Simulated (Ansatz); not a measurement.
# SiH₃Cl + NH₃ + NH₃: a complex and its separated parts, part 2 of 3

Ansatz 0.2.0, Gaussian basis. Earlier steps stand in the parts before.

## Step 11: B3LYP-D4/def2-TZVPP

The inputs:

parta/in.yaml

```yaml
crystal:
  periodic: [false, false, false]
  atoms:
    - {symbol: Si, position_ang: [-1.737827, -0.571385, 0.254066]}
    - {symbol: H, position_ang: [-0.878654, -1.165836, -0.795235]}
    - {symbol: H, position_ang: [-1.713999, -1.407724, 1.475766]}
    - {symbol: H, position_ang: [-1.295338, 0.807358, 0.563672]}
    - {symbol: Cl, position_ang: [-3.666372, -0.495657, -0.447239]}
basis:
  gaussian: {orbitals: def2-TZVPP}
hamiltonian: {xc: {name: B3LYP}, dispersion: d4}
```

partb/in.yaml

```yaml
crystal:
  periodic: [false, false, false]
  atoms:
    - {symbol: H, position_ang: [1.071820, -0.067286, 0.407918]}
    - {symbol: N, position_ang: [0.511217, -0.632136, 1.034002]}
    - {symbol: H, position_ang: [0.915670, -1.560419, 1.039372]}
    - {symbol: H, position_ang: [0.629682, -0.251044, 1.964622]}
basis:
  gaussian: {orbitals: def2-TZVPP}
hamiltonian: {xc: {name: B3LYP}, dispersion: d4}
```

partc/in.yaml

```yaml
crystal:
  periodic: [false, false, false]
  atoms:
    - {symbol: H, position_ang: [1.715059, 0.649124, -1.999190]}
    - {symbol: N, position_ang: [1.535343, 1.167510, -1.148132]}
    - {symbol: H, position_ang: [2.256970, 1.873849, -1.072842]}
    - {symbol: H, position_ang: [0.656432, 1.653647, -1.276681]}
basis:
  gaussian: {orbitals: def2-TZVPP}
hamiltonian: {xc: {name: B3LYP}, dispersion: d4}
```

The same command starts each run, in its folder.

On the command line:

```
> ansatz run in.yaml --threads 8 --pin off --events-out ev --progress --plain --max-ram 19148MiB
```

parta printed (excerpt; [...] marks lines left out):

```text
Functional definition: B3LYP
  name "B3LYP"
  cite "Stephens, Devlin, Chabalowski & Frisch, J. Phys. Chem. 98, 11623 (1994) doi:10.1021/j100096a001"
  cite "Becke, Phys. Rev. A 38, 3098 (1988) doi:10.1103/PhysRevA.38.3098"
  cite "Lee, Yang & Parr, Phys. Rev. B 37, 785 (1988) doi:10.1103/PhysRevB.37.785"
  cite "Vosko, Wilk & Nusair, Can. J. Phys. 58, 1200 (1980) doi:10.1139/p80-159"
[...]
781 factors; their error is unknown
[...]
mean field -20452.02733304 eV, -751.5981416073 hartree, gradient 2.5e-5 eV, S^2 0.000000; 0 other end points of the search recorded, 0 dependent functions left out
reference -20452.02755745 eV, -751.5981498542 hartree; 17, 17 occupied and 109, 109 virtual orbitals, 781 factors
Total energy: -20452.15064556 eV, -751.6026732587 hartree
```

Log of partb (excerpt; [...] marks lines left out):

```text
[... 6 set-up lines as earlier in the session ...]
[...]
332 factors; their error is unknown
[...]
mean field -1539.85469732 eV, -56.5886163756 hartree, gradient 1.7e-5 eV, S^2 0.000000; 0 other end points of the search recorded, 0 dependent functions left out
reference -1539.85483694 eV, -56.5886215064 hartree; 5, 5 occupied and 68, 68 virtual orbitals, 332 factors
Total energy: -1539.87289775 eV, -56.5892852289 hartree
```

Log of partc (excerpt; [...] marks lines left out):

```text
[... 6 set-up lines as earlier in the session ...]
[...]
332 factors; their error is unknown
[...]
mean field -1539.85469745 eV, -56.5886163804 hartree, gradient 2.3e-5 eV, S^2 0.000000; 0 other end points of the search recorded, 0 dependent functions left out
reference -1539.85483705 eV, -56.5886215105 hartree; 5, 5 occupied and 68, 68 virtual orbitals, 332 factors
Total energy: -1539.87289866 eV, -56.5892852623 hartree
```

Times: 0.56 s (parta), 0.2 s (partb), 0.2 s (partc) on 8 threads of Arm Neoverse V1, shared host.

## Step 12: r2SCAN0-D4/def2-TZVPP

Each input of step 11 (parta, partb, partc) changes in the same lines:

```diff
-hamiltonian: {xc: {name: B3LYP}, dispersion: d4}
+hamiltonian: {xc: {name: r2SCAN0}, dispersion: d4}
```

One command serves all of them, each in its own folder.

On the command line:

```
> ansatz run in.yaml --threads 8 --pin off --events-out ev --progress --plain --max-ram 19148MiB
```

Log of parta (excerpt; [...] marks lines left out):

```text
Functional definition: r2SCAN0
  name "r2SCAN0"
  cite "Bursch, Neugebauer, Ehlert & Grimme, J. Chem. Phys. 156, 134105 (2022) doi:10.1063/5.0086040"
[... 3 set-up lines as earlier in the session ...]
[...]
793 factors; their error is unknown
[...]
mean field -20449.12840292 eV, -751.4916078904 hartree, gradient 3.3e-5 eV, S^2 0.000000; 0 other end points of the search recorded, 0 dependent functions left out
reference -20449.12841079 eV, -751.4916081794 hartree; 17, 17 occupied and 109, 109 virtual orbitals, 793 factors
Total energy: -20449.14797380 eV, -751.4923271070 hartree
```

partb printed (excerpt; [...] marks lines left out):

```text
[... 6 set-up lines as earlier in the session ...]
[...]
332 factors; their error is unknown
[...]
mean field -1538.56923541 eV, -56.5413765217 hartree, gradient 3.9e-5 eV, S^2 0.000000; 0 other end points of the search recorded, 0 dependent functions left out
reference -1538.56924050 eV, -56.5413767086 hartree; 5, 5 occupied and 68, 68 virtual orbitals, 332 factors
Total energy: -1538.57224181 eV, -56.5414870049 hartree
```

partc printed (excerpt; [...] marks lines left out):

```text
[... 6 set-up lines as earlier in the session ...]
[...]
332 factors; their error is unknown
[...]
mean field -1538.56926046 eV, -56.5413774422 hartree, gradient 4.3e-5 eV, S^2 0.000000; 0 other end points of the search recorded, 0 dependent functions left out
reference -1538.56926555 eV, -56.5413776292 hartree; 5, 5 occupied and 68, 68 virtual orbitals, 332 factors
Total energy: -1538.57226699 eV, -56.5414879303 hartree
```

They took 1 s (parta), 0.45 s (partb), 0.45 s (partc) on 8 threads of Arm Neoverse V1, shared host.

## Step 13: BHLYP-D4/def2-TZVPP

The same edit goes into each in.yaml of step 12 (parta, partb, partc):

```diff
-hamiltonian: {xc: {name: r2SCAN0}, dispersion: d4}
+hamiltonian: {xc: {name: BHLYP}, dispersion: d4}
```

Each run has its own folder and the same command.

On the command line:

```
> ansatz run in.yaml --threads 8 --pin off --events-out ev --progress --plain --max-ram 19148MiB
```

parta printed (excerpt; [...] marks lines left out):

```text
Functional definition: BHLYP
  name "BHLYP"
  cite "Becke, J. Chem. Phys. 98, 1372 (1993) doi:10.1063/1.464304"
[... 2 set-up lines as earlier in the session ...]
[...]
831 factors; their error is unknown
[...]
mean field -20450.95223065 eV, -751.5586323231 hartree, gradient 3.0e-5 eV, S^2 0.000000; 0 other end points of the search recorded, 0 dependent functions left out
reference -20450.95238362 eV, -751.5586379447 hartree; 17, 17 occupied and 109, 109 virtual orbitals, 831 factors
Total energy: -20451.05058349 eV, -751.5622467232 hartree
```

partb printed (excerpt; [...] marks lines left out):

```text
[... 5 set-up lines as earlier in the session ...]
[...]
346 factors; their error is unknown
[...]
mean field -1538.73561651 eV, -56.5474909144 hartree, gradient 7.6e-5 eV, S^2 0.000000; 0 other end points of the search recorded, 0 dependent functions left out
reference -1538.73571316 eV, -56.5474944662 hartree; 5, 5 occupied and 68, 68 virtual orbitals, 346 factors
Total energy: -1538.74641330 eV, -56.5478876891 hartree
```

Log of partc (excerpt; [...] marks lines left out):

```text
[... 5 set-up lines as earlier in the session ...]
[...]
346 factors; their error is unknown
[...]
mean field -1538.73560028 eV, -56.5474903180 hartree, gradient 7.6e-5 eV, S^2 0.000000; 0 other end points of the search recorded, 0 dependent functions left out
reference -1538.73569692 eV, -56.5474938692 hartree; 5, 5 occupied and 68, 68 virtual orbitals, 346 factors
Total energy: -1538.74639751 eV, -56.5478871089 hartree
```

They took 0.56 s (parta), 0.15 s (partb), 0.15 s (partc) on 8 threads of Arm Neoverse V1, shared host.

## Step 14: CAM-B3LYP-D4/def2-TZVPP

The same edit goes into each in.yaml of step 13 (parta, partb, partc):

```diff
-hamiltonian: {xc: {name: BHLYP}, dispersion: d4}
+hamiltonian: {xc: {name: CAM-B3LYP}, dispersion: d4}
```

Each run has its own folder and the same command.

On the command line:

```
> ansatz run in.yaml --threads 8 --pin off --events-out ev --progress --plain --max-ram 19148MiB
```

Log of parta (excerpt; [...] marks lines left out):

```text
Functional definition: CAM-B3LYP
  name "CAM-B3LYP"
  cite "Yanai, Tew & Handy, Chem. Phys. Lett. 393, 51 (2004) doi:10.1016/j.cplett.2004.06.011"
  cite "Iikura, Tsuneda, Yanai & Hirao, J. Chem. Phys. 115, 3540 (2001) doi:10.1063/1.1383587"
[... 2 set-up lines as earlier in the session ...]
[...]
  # Exact exchange under (alpha + beta erf(omega r))/r, Becke's under what is left of 1/r.
[...]
781 factors; their error is unknown
170 factors; integrals over basis functions are off by at most 1.8e-5 eV
[...]
mean field -20451.42964281 eV, -751.5761768965 hartree, gradient 2.1e-5 eV, S^2 0.000000; 0 other end points of the search recorded, 0 dependent functions left out
reference -20451.42975200 eV, -751.5761809089 hartree; 17, 17 occupied and 109, 109 virtual orbitals, 781 factors
Total energy: -20451.49298642 eV, -751.5785047313 hartree
```

Output in partb (excerpt; [...] marks lines left out):

```text
[... 6 set-up lines as earlier in the session ...]
[...]
  # Exact exchange under (alpha + beta erf(omega r))/r, Becke's under what is left of 1/r.
[...]
332 factors; their error is unknown
102 factors; integrals over basis functions are off by at most 1.3e-5 eV
[...]
mean field -1539.00932288 eV, -56.5575494379 hartree, gradient 6.3e-5 eV, S^2 0.000000; 0 other end points of the search recorded, 0 dependent functions left out
reference -1539.00939097 eV, -56.5575519401 hartree; 5, 5 occupied and 68, 68 virtual orbitals, 332 factors
Total energy: -1539.01811581 eV, -56.5578725722 hartree
```

Output in partc (excerpt; [...] marks lines left out):

```text
[... 6 set-up lines as earlier in the session ...]
[...]
  # Exact exchange under (alpha + beta erf(omega r))/r, Becke's under what is left of 1/r.
[...]
332 factors; their error is unknown
102 factors; integrals over basis functions are off by at most 1.3e-5 eV
[...]
mean field -1539.00929169 eV, -56.5575482917 hartree, gradient 6.3e-5 eV, S^2 0.000000; 0 other end points of the search recorded, 0 dependent functions left out
reference -1539.00935977 eV, -56.5575507936 hartree; 5, 5 occupied and 68, 68 virtual orbitals, 332 factors
Total energy: -1539.01808500 eV, -56.5578714397 hartree
```

Wall times: 0.55 s (parta), 0.2 s (partb), 0.2 s (partc) on 8 threads of Arm Neoverse V1, shared host.

## Step 15: wB97X-V/def2-TZVPP

The same edit goes into each in.yaml of step 14 (parta, partb, partc):

```diff
-hamiltonian: {xc: {name: CAM-B3LYP}, dispersion: d4}
+hamiltonian: {xc: {name: wB97X-V}}
```

The same command starts each run, in its folder.

On the command line:

```
> ansatz run in.yaml --threads 8 --pin off --events-out ev --progress --plain --max-ram 19148MiB
```

Log of parta (excerpt; [...] marks lines left out):

```text
Functional definition: wB97X-V
  name "wB97X-V"
  cite "Mardirossian & Head-Gordon, Phys. Chem. Chem. Phys. 16, 9904 (2014) doi:10.1039/C3CP54374A"
[... 2 set-up lines as earlier in the session ...]
[...]
      + integral(e_c_pw_opposite_spin*poly(b97_u_opposite, cos0, cos1)) + vv10(b, c)
778 factors; their error is unknown
155 factors; integrals over basis functions are off by at most 3.7e-5 eV
[...]
mean field -20447.80855874 eV, -751.4431045112 hartree, gradient 2.6e-5 eV, S^2 0.000000; 0 other end points of the search recorded, 0 dependent functions left out
reference -20447.80855707 eV, -751.4431044498 hartree; 17, 17 occupied and 109, 109 virtual orbitals, 778 factors
Total energy: -20447.80855707 eV, -751.4431044498 hartree
```

Log of partb (excerpt; [...] marks lines left out):

```text
[... 5 set-up lines as earlier in the session ...]
[...]
      + integral(e_c_pw_opposite_spin*poly(b97_u_opposite, cos0, cos1)) + vv10(b, c)
332 factors; their error is unknown
93 factors; integrals over basis functions are off by at most 8.0e-6 eV
[...]
mean field -1539.14323572 eV, -56.5624706438 hartree, gradient 1.3e-5 eV, S^2 0.000000; 0 other end points of the search recorded, 0 dependent functions left out
reference -1539.14323462 eV, -56.5624706034 hartree; 5, 5 occupied and 68, 68 virtual orbitals, 332 factors
Total energy: -1539.14323462 eV, -56.5624706034 hartree
```

Output in partc (excerpt; [...] marks lines left out):

```text
[... 5 set-up lines as earlier in the session ...]
[...]
      + integral(e_c_pw_opposite_spin*poly(b97_u_opposite, cos0, cos1)) + vv10(b, c)
332 factors; their error is unknown
93 factors; integrals over basis functions are off by at most 8.0e-6 eV
[...]
mean field -1539.14323395 eV, -56.5624705787 hartree, gradient 1.3e-5 eV, S^2 0.000000; 0 other end points of the search recorded, 0 dependent functions left out
reference -1539.14323284 eV, -56.5624705383 hartree; 5, 5 occupied and 68, 68 virtual orbitals, 332 factors
Total energy: -1539.14323284 eV, -56.5624705383 hartree
```

They took 1.1 s (parta), 0.35 s (partb), 0.4 s (partc) on 8 threads of Arm Neoverse V1, shared host.

## Step 16: wB97M-V/def2-TZVPP

Each input of step 15 (parta, partb, partc) changes in the same lines:

```diff
-hamiltonian: {xc: {name: wB97X-V}}
+hamiltonian: {xc: {name: wB97M-V}}
```

One command serves all of them, each in its own folder.

On the command line:

```
> ansatz run in.yaml --threads 8 --pin off --events-out ev --progress --plain --max-ram 19148MiB
```

Output in parta (excerpt; [...] marks lines left out):

```text
Functional definition: wB97M-V
  name "wB97M-V"
  cite "Mardirossian & Head-Gordon, J. Chem. Phys. 144, 214110 (2016) doi:10.1063/1.4952647"
[... 2 set-up lines as earlier in the session ...]
  # Of w^i u^j: cxij and so on, Table III.
[...]
  gx(w, u) = 1 - cx + cx01*u + cx10*w
[...]
      + integral(e_c_pw_mod_opposite_spin*gos(b97_w_opposite, b97_u_opposite)) + vv10(b, c)
778 factors; their error is unknown
155 factors; integrals over basis functions are off by at most 3.7e-5 eV
[...]
mean field -20449.42492476 eV, -751.5025048670 hartree, gradient 1.8e-5 eV, S^2 0.000000; 0 other end points of the search recorded, 0 dependent functions left out
reference -20449.42496538 eV, -751.5025063595 hartree; 17, 17 occupied and 109, 109 virtual orbitals, 778 factors
Total energy: -20449.42496538 eV, -751.5025063595 hartree
```

Output in partb (excerpt; [...] marks lines left out):

```text
[... 5 set-up lines as earlier in the session ...]
  # Of w^i u^j: cxij and so on, Table III.
[...]
  gx(w, u) = 1 - cx + cx01*u + cx10*w
[...]
      + integral(e_c_pw_mod_opposite_spin*gos(b97_w_opposite, b97_u_opposite)) + vv10(b, c)
332 factors; their error is unknown
93 factors; integrals over basis functions are off by at most 8.0e-6 eV
[...]
mean field -1538.84210720 eV, -56.5514043750 hartree, gradient 5.4e-5 eV, S^2 0.000000; 0 other end points of the search recorded, 0 dependent functions left out
reference -1538.84213408 eV, -56.5514053626 hartree; 5, 5 occupied and 68, 68 virtual orbitals, 332 factors
Total energy: -1538.84213408 eV, -56.5514053626 hartree
```

Log of partc (excerpt; [...] marks lines left out):

```text
[... 5 set-up lines as earlier in the session ...]
  # Of w^i u^j: cxij and so on, Table III.
[...]
  gx(w, u) = 1 - cx + cx01*u + cx10*w
[...]
      + integral(e_c_pw_mod_opposite_spin*gos(b97_w_opposite, b97_u_opposite)) + vv10(b, c)
332 factors; their error is unknown
93 factors; integrals over basis functions are off by at most 8.0e-6 eV
[...]
mean field -1538.84211982 eV, -56.5514048388 hartree, gradient 5.6e-5 eV, S^2 0.000000; 0 other end points of the search recorded, 0 dependent functions left out
reference -1538.84214669 eV, -56.5514058264 hartree; 5, 5 occupied and 68, 68 virtual orbitals, 332 factors
Total energy: -1538.84214669 eV, -56.5514058264 hartree
```

They took 1.3 s (parta), 0.4 s (partb), 0.4 s (partc) on 8 threads of Arm Neoverse V1, shared host.

## Step 17: B2PLYP/def2-TZVPP

The same edit goes into each in.yaml of step 16 (parta, partb, partc):

```diff
-hamiltonian: {xc: {name: wB97M-V}}
+hamiltonian: {xc: {name: B2PLYP}}
```

The same command starts each run, in its folder.

On the command line:

```
> ansatz run in.yaml --threads 8 --pin off --events-out ev --progress --plain --max-ram 19148MiB
```

Output in parta (excerpt; [...] marks lines left out):

```text
Functional definition: B2PLYP
  name "B2PLYP"
  cite "Grimme, J. Chem. Phys. 124, 034108 (2006) doi:10.1063/1.2148954"
[... 2 set-up lines as earlier in the session ...]
[...]
716 factors; integrals over basis functions are off by at most 8.0e-4 eV
[...]
mean field -20441.13993357 eV, -751.1980370565 hartree, gradient 2.1e-6 eV, S^2 0.000000; 0 other end points of the search recorded, 0 dependent functions left out
10 core orbitals not correlated: weight in the atoms' cores, before any rotation towards them, 1.000 or more for the frozen orbitals, at most 0.000 for the correlated occupied ones
reference -20441.14007637 eV, -751.1980423040 hartree; 7, 7 occupied and 109, 109 virtual orbitals, 716 factors
second order -10.62738341 eV of doubles, -0.00000000 eV of singles
Total energy: -20444.00946989 eV, -751.3034905710 hartree
```

Output in partb (excerpt; [...] marks lines left out):

```text
[... 5 set-up lines as earlier in the session ...]
[...]
416 factors; integrals over basis functions are off by at most 1.1e-3 eV
[...]
mean field -1536.38011784 eV, -56.4609279346 hartree, gradient 8.3e-6 eV, S^2 0.000000; 0 other end points of the search recorded, 0 dependent functions left out
1 core orbitals not correlated: weight in the atoms' cores, before any rotation towards them, 1.000 or more for the frozen orbitals, at most 0.000 for the correlated occupied ones
reference -1536.38020806 eV, -56.4609312504 hartree; 4, 4 occupied and 68, 68 virtual orbitals, 416 factors
second order -7.62103948 eV of doubles, -0.00000000 eV of singles
Total energy: -1538.43788872 eV, -56.5365496199 hartree
```

Output in partc (excerpt; [...] marks lines left out):

```text
[... 5 set-up lines as earlier in the session ...]
[...]
416 factors; integrals over basis functions are off by at most 1.0e-3 eV
[...]
mean field -1536.38010206 eV, -56.4609273549 hartree, gradient 8.4e-6 eV, S^2 0.000000; 0 other end points of the search recorded, 0 dependent functions left out
1 core orbitals not correlated: weight in the atoms' cores, before any rotation towards them, 1.000 or more for the frozen orbitals, at most 0.000 for the correlated occupied ones
reference -1536.38019227 eV, -56.4609306701 hartree; 4, 4 occupied and 68, 68 virtual orbitals, 416 factors
second order -7.62115747 eV of doubles, -0.00000000 eV of singles
Total energy: -1538.43790479 eV, -56.5365502104 hartree
```

They took 0.75 s (parta), 0.25 s (partb), 0.25 s (partc) on 8 threads of Arm Neoverse V1, shared host.

## Step 18: PBE-QIDH/def2-TZVPP

The same edit goes into each in.yaml of step 17 (parta, partb, partc):

```diff
-hamiltonian: {xc: {name: B2PLYP}}
+hamiltonian: {xc: {name: PBE-QIDH}}
```

One command serves all of them, each in its own folder.

On the command line:

```
> ansatz run in.yaml --threads 8 --pin off --events-out ev --progress --plain --max-ram 19148MiB
```

parta printed (excerpt; [...] marks lines left out):

```text
Functional definition: PBE-QIDH
  name "PBE-QIDH"
  cite "Brémond, Sancho-García, Pérez-Jiménez & Adamo, J. Chem. Phys. 141, 031101 (2014) doi:10.1063/1.4890314"
[... 1 set-up line as earlier in the session ...]
[...]
716 factors; integrals over basis functions are off by at most 8.0e-4 eV
[...]
mean field -20435.53705200 eV, -750.9921349567 hartree, gradient 3.0e-6 eV, S^2 0.000000; 0 other end points of the search recorded, 0 dependent functions left out
10 core orbitals not correlated: weight in the atoms' cores, before any rotation towards them, 1.000 or more for the frozen orbitals, at most 0.000 for the correlated occupied ones
reference -20435.53706270 eV, -750.9921353499 hartree; 7, 7 occupied and 109, 109 virtual orbitals, 716 factors
second order -9.87448976 eV of doubles, -0.00000000 eV of singles
Total energy: -20438.82855929 eV, -751.1130956184 hartree
```

partb printed (excerpt; [...] marks lines left out):

```text
[... 4 set-up lines as earlier in the session ...]
[...]
416 factors; integrals over basis functions are off by at most 1.1e-3 eV
[...]
mean field -1535.33270217 eV, -56.4224361190 hartree, gradient 2.1e-6 eV, S^2 0.000000; 0 other end points of the search recorded, 0 dependent functions left out
1 core orbitals not correlated: weight in the atoms' cores, before any rotation towards them, 1.000 or more for the frozen orbitals, at most 0.000 for the correlated occupied ones
reference -1535.33270894 eV, -56.4224363677 hartree; 4, 4 occupied and 68, 68 virtual orbitals, 416 factors
second order -7.10230396 eV of doubles, -0.00000000 eV of singles
Total energy: -1537.70014359 eV, -56.5094379865 hartree
```

Output in partc (excerpt; [...] marks lines left out):

```text
[... 4 set-up lines as earlier in the session ...]
[...]
416 factors; integrals over basis functions are off by at most 1.0e-3 eV
[...]
mean field -1535.33269220 eV, -56.4224357524 hartree, gradient 2.1e-6 eV, S^2 0.000000; 0 other end points of the search recorded, 0 dependent functions left out
1 core orbitals not correlated: weight in the atoms' cores, before any rotation towards them, 1.000 or more for the frozen orbitals, at most 0.000 for the correlated occupied ones
reference -1535.33269896 eV, -56.4224360010 hartree; 4, 4 occupied and 68, 68 virtual orbitals, 416 factors
second order -7.10240509 eV of doubles, -0.00000000 eV of singles
Total energy: -1537.70016733 eV, -56.5094388587 hartree
```

Times: 0.71 s (parta), 0.25 s (partb), 0.25 s (partc) on 8 threads of Arm Neoverse V1, shared host.

(Part 2 of 3 ends here.)
